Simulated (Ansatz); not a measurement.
# C₅H₁₅FHfN₂O: geometry optimisation

The task is to find a stationary geometry of C₅H₁₅FHfN₂O.

Program: Ansatz 0.2.0, Gaussian basis. Level of theory: RKS PBE0-D4/def2-TZVP. These are calculated values, not measurements.

The runs, in order: relaxation at PBE0-D4/def2-TZVP.

3 further runs of the same task are left out: 1 for a known fault of the program, 1 that didn't finish, 1 set aside as unsound or not needed.

**1. The system as given**

SMILES `CC(C)[NH][Hf]([OH])([F])[N](C)C`, 25 atoms, charge 0, spin multiplicity 1.

Atoms are counted from 1 here; the program's logs count them from 0.

Bond lengths: C1–C2 1.537 Å, C1–H11 1.094 Å, C1–H12 1.089 Å, C1–H13 1.105 Å, C2–C3 1.540 Å, C2–N4 1.455 Å, C2–H14 1.107 Å, C3–H15 1.095 Å, C3–H16 1.088 Å, C3–H17 1.089 Å, N4–Hf5 1.993 Å, N4–H18 1.025 Å, Hf5–O6 1.881 Å, Hf5–F7 1.895 Å, Hf5–N8 2.003 Å, O6–H19 0.962 Å, N8–C9 1.459 Å, N8–C10 1.460 Å and more. Angles: C2–C1–H11 109.4°, C2–C1–H12 110.9°, C2–C1–H13 109.2°, H11–C1–H12 108.9°, H11–C1–H13 109.3°, H12–C1–H13 109.1°, C1–C2–C3 109.5°, C1–C2–N4 107.8°, C1–C2–H14 108.8°, C3–C2–N4 112.2°, C3–C2–H14 108.4°, N4–C2–H14 110.1°, C2–C3–H15 109.2°, C2–C3–H16 110.9°, C2–C3–H17 110.5°, H15–C3–H16 109.2°, H15–C3–H17 108.8°, H16–C3–H17 108.3° and more.

The start is a GFN2-xTB geometry. Hf takes the def2 core potential; no spin-orbit term is included.

**2. Relaxation at PBE0-D4/def2-TZVP**

in.yaml

```yaml
crystal:
  periodic: [false, false, false]
  atoms:
    - {symbol: C, position_ang: [-0.861450, -1.869290, -1.480170]}
    - {symbol: C, position_ang: [-1.025360, -2.086560, 0.032560]}
    - {symbol: C, position_ang: [-2.441910, -1.663260, 0.462110]}
    - {symbol: N, position_ang: [0.006880, -1.313960, 0.706390]}
    - {symbol: Hf, position_ang: [0.118400, 0.406910, -0.292980]}
    - {symbol: O, position_ang: [-1.493830, 1.351650, -0.509850]}
    - {symbol: F, position_ang: [1.217190, 0.274160, -1.831470]}
    - {symbol: N, position_ang: [1.198920, 1.651800, 0.844170]}
    - {symbol: C, position_ang: [2.477580, 0.982190, 1.053850]}
    - {symbol: C, position_ang: [1.417240, 2.839140, 0.022810]}
    - {symbol: H, position_ang: [0.176620, -2.066240, -1.764520]}
    - {symbol: H, position_ang: [-1.514390, -2.536280, -2.042050]}
    - {symbol: H, position_ang: [-1.115360, -0.823010, -1.726880]}
    - {symbol: H, position_ang: [-0.899880, -3.163900, 0.254430]}
    - {symbol: H, position_ang: [-2.575230, -0.595870, 0.259100]}
    - {symbol: H, position_ang: [-3.196960, -2.227770, -0.081880]}
    - {symbol: H, position_ang: [-2.585440, -1.838350, 1.527660]}
    - {symbol: H, position_ang: [-0.177010, -1.345990, 1.714260]}
    - {symbol: H, position_ang: [-1.612030, 2.112560, 0.066330]}
    - {symbol: H, position_ang: [2.319840, 0.074530, 1.643840]}
    - {symbol: H, position_ang: [2.967130, 0.713870, 0.097960]}
    - {symbol: H, position_ang: [3.165910, 1.637280, 1.607540]}
    - {symbol: H, position_ang: [2.090650, 3.540480, 0.538340]}
    - {symbol: H, position_ang: [1.877510, 2.592890, -0.953610]}
    - {symbol: H, position_ang: [0.465010, 3.353010, -0.147930]}
basis:
  gaussian: {orbitals: def2-TZVP}
hamiltonian: {xc: pbe0, dispersion: d4}
relax: {f_tol: 0.005, max_steps: 150}
```

Started as:

```
> ansatz run in.yaml --threads 4 --pin off --events-out ev --progress --plain --max-ram 46080MiB --backend cuda --devices 0, --max-vram 37GiB
```

Before running them: what should the planned runs give, taken together? Wanted: point group; shift from the start; total energy; dispersion term; dipole moment.

As calculated:

| quantity | value |
| --- | --- |
| point group | C1 |
| steps | 26 |
| shift from the start (rms) | 0.964 Å |
| total energy | -14477.2347 eV |
| dispersion term | -523 meV |
| dipole moment | 2.45 D |

In words: The atoms moved 0.96 Å (rms) from the start; the bond that changed most is Hf5–O6, from 1.881 to 1.938 Å. No vibrations were run, so it is not proven to be a minimum. The largest Mulliken charge, +1.25 e, sits on Hf5.
